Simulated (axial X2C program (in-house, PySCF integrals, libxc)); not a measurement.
# BaGe⁺: EOM-IP-CCSD levels

Aim: EOM-IP-CCSD levels of BaGe⁺, with spin–orbit coupling in the Hamiltonian from the start.

The runs use an in-house X2C program for linear molecules on PySCF integrals; two-component X2C with atomic mean-field terms, Ba dyall-cv3z, Ge dyall-cv3z.

All values are calculated.

### Step 1. Set-up

The input, task.json:

```json
{"zs": [56, 32], "q": 1, "bas": ["dyall-cv3z", "dyall-cv3z"], "r0": 3.17, "eom": "ip", "rq": 0, "thr": -1.0, "nmax": 95, "grid": [1, 0.96, 1.045, 0.92, 1.09, 1.15]}
```

Keys: zs atomic numbers; q charge; bas basis sets; r0 starting distance in Å; eom kind of EOM run; thr threshold in hartree for freezing inner shells (an s shell follows its p shell); nmax most natural virtual spinors; grid distances as factors.

Command:

```console
python soeom.py task.json out
```

Nuclei are Gaussian, cores are contracted, and the Gaunt term is on.

### Step 2. EOM-IP-CCSD at 3.070 Å

Reference: the closed shell BaGe; 14 electrons correlated, 92 virtual spinors; roots sought by Ω: 1/2: 4, 3/2: 3, 5/2: 1.

Output:

```text
two-component X2C + atomic mean field  HF
basis functions 253  fitting functions 1336  grid points 5805
iter        total energy     max residual
   1     -10224.741559489     4.66e-01
   2     -10224.777139188     1.03e-02
   3     -10224.778396088     2.76e-02
   4     -10224.779023308     4.61e-03
   5     -10224.779124773     2.37e-03
   6     -10224.779183783     3.00e-03
   7     -10224.779209929     7.79e-04
   8     -10224.779224602     6.13e-04
   9     -10224.779231416     7.52e-04
  10     -10224.779235585     3.34e-04
  11     -10224.779239101     1.98e-04
  12     -10224.779242259     4.51e-04
  13     -10224.779243758     2.87e-04
  14     -10224.779244152     5.60e-05
  15     -10224.779244212     1.93e-05
  16     -10224.779244224     2.00e-05
  17     -10224.779244228     6.33e-06
  18     -10224.779244228     8.11e-07
converged
one-electron -14631.39326558  Coulomb 4379.11884976  exact exchange -275.40975609  xc functional 0.00000000  nuclear repulsion 308.88780520  atomic mean-field constant -5.98287751
correlated 14  virtual 334  natural virtual 92  E(MP2) -0.308770534  MP2 remainder -0.019923730
iter   CCSD correlation   residual
   1     -0.304188528   1.86e-01
   2     -0.312818903   1.12e-01
   3     -0.318678201   7.11e-02
   4     -0.319102999   4.24e-02
   5     -0.320080157   2.70e-02
   6     -0.320533544   1.36e-02
   7     -0.320627850   4.77e-03
   8     -0.320694446   2.27e-03
   9     -0.320668213   1.25e-03
  10     -0.320678876   6.59e-04
  11     -0.320674539   4.01e-04
  12     -0.320678370   2.84e-04
  13     -0.320679805   1.90e-04
  14     -0.320679514   1.23e-04
  15     -0.320679377   7.40e-05
  16     -0.320678799   4.41e-05
  17     -0.320678378   2.85e-05
  18     -0.320677988   1.83e-05
  19     -0.320677590   1.02e-05
  20     -0.320677454   6.08e-06
  21     -0.320677358   3.55e-06
  22     -0.320677304   2.09e-06
  23     -0.320677281   1.37e-06
  24     -0.320677265   8.50e-07
(T) -0.020605310  T1 0.0314  D1 0.0685  max T2 0.242
EOM-IP-CCSD roots
2*Omega      energy/Eh   energy/eV  one-particle weight
    1       0.19182757      5.2199      0.847
    1       0.20048692      5.4555      0.902
    1       0.26682949      7.2608      0.040
    1       0.30394788      8.2708      0.006
    3       0.23968133      6.5221      0.000
    3       0.26966201      7.3379      0.000
    3       0.27850464      7.5785      0.000
    5       0.27442778      7.4676      0.000
```

T1 in the output is the amplitude norm over the root of the electron number; divide by √2 for the Lee–Taylor value.

```csv
Ω,vertical IE (eV),above lowest (cm⁻¹),spinor,weight
1/2,5.220,0,"47% Ge pσ, 36% Ba sσ",0.85
1/2,5.456,1900,"66% Ge pπ, 13% Ba dπ, 7% Ge pσ",0.90
```

Wall time 15 s (1 thread of Arm Neoverse V1, shared host); peak memory 0.96 GiB.

### Step 3. EOM-IP-CCSD at 2.947 Å

```csv
Ω,vertical IE (eV),above lowest (cm⁻¹),spinor,weight
1/2,5.149,0,"53% Ge pσ, 32% Ba sσ, 6% Ba dσ",0.85
1/2,5.547,3210,"69% Ge pπ, 18% Ba dπ, 7% Ba pπ",0.91
```

It took 16 s on 1 thread of Arm Neoverse V1, shared host; peak memory 0.98 GiB.

### Step 4. EOM-IP-CCSD at 3.208 Å

```csv
Ω,vertical IE (eV),above lowest (cm⁻¹),spinor,weight
1/2,5.253,0,"34% Ba sσ, 26% Ge pσ, 25% Ge pπ",0.87
1/2,5.432,1440,"36% Ge pπ, 32% Ge pσ, 18% Ba sσ",0.86
```

Wall time 18 s (1 thread of Arm Neoverse V1, shared host); peak memory 1 GiB.

### Step 5. EOM-IP-CCSD at 2.824 Å

```csv
Ω,vertical IE (eV),above lowest (cm⁻¹),spinor,weight
1/2,5.067,0,"55% Ge pσ, 27% Ba sσ, 8% Ba dσ",0.85
1/2,5.680,4940,"67% Ge pπ, 21% Ba dπ, 7% Ba pπ",0.92
```

Wall time 16 s (1 thread of Arm Neoverse V1, shared host); peak memory 1 GiB.

### Step 6. EOM-IP-CCSD at 3.346 Å

```csv
Ω,vertical IE (eV),above lowest (cm⁻¹),spinor,weight
1/2,5.223,0,"45% Ge pπ, 30% Ba sσ, 9% Ge pσ",0.90
1/2,5.494,2180,"43% Ge pσ, 33% Ba sσ, 16% Ge pπ",0.84
```

Wall time 18 s (1 thread of Arm Neoverse V1, shared host); peak memory 1 GiB.

### Step 7. EOM-IP-CCSD at 3.530 Å

```csv
Ω,vertical IE (eV),above lowest (cm⁻¹),spinor,weight
1/2,5.179,0,"51% Ge pπ, 33% Ba sσ",0.90
1/2,5.589,3310,"42% Ge pσ, 42% Ba sσ, 10% Ge pπ",0.84
```

Run time: 18 s. Hardware: 1 thread of Arm Neoverse V1, shared host; peak memory 1 GiB.

### Step 8. Curves of the states

Energies in eV from the lowest point of the lowest state; states are followed by energy order within each Ω.

```csv
R (Å),(1)Ω=1/2,(2)Ω=1/2
2.824,0.0921,0.7044
2.947,0.0034,0.4016
3.070,0.0000,0.2356
3.208,0.0290,0.2074
3.346,0.0525,0.3234
3.530,0.1308,0.5414
```

### Step 9. Results

```
                     quantity                            value
       lowest root at 3.070 Å                Ω = 1/2, 5.220 eV
next root led by one particle  Ω = 1/2, about 1900 cm⁻¹ higher
          T1 of the reference                            0.022
```

What this shows: Removing an electron from the reference determinant of BaGe costs 5.22 eV and empties a spinor of 47% Ge pσ, 36% Ba sσ. The closed-shell reference lies 0.72 eV above the lowest determinant found, so these energies count from an excited configuration. Errors of 0.1 to 0.3 eV are usual at this size, and roots led by higher excitations are left out, so the list is incomplete, and low states of that kind can be missing. T1 or the largest double amplitude of the reference is raised, which lowers the reliability.
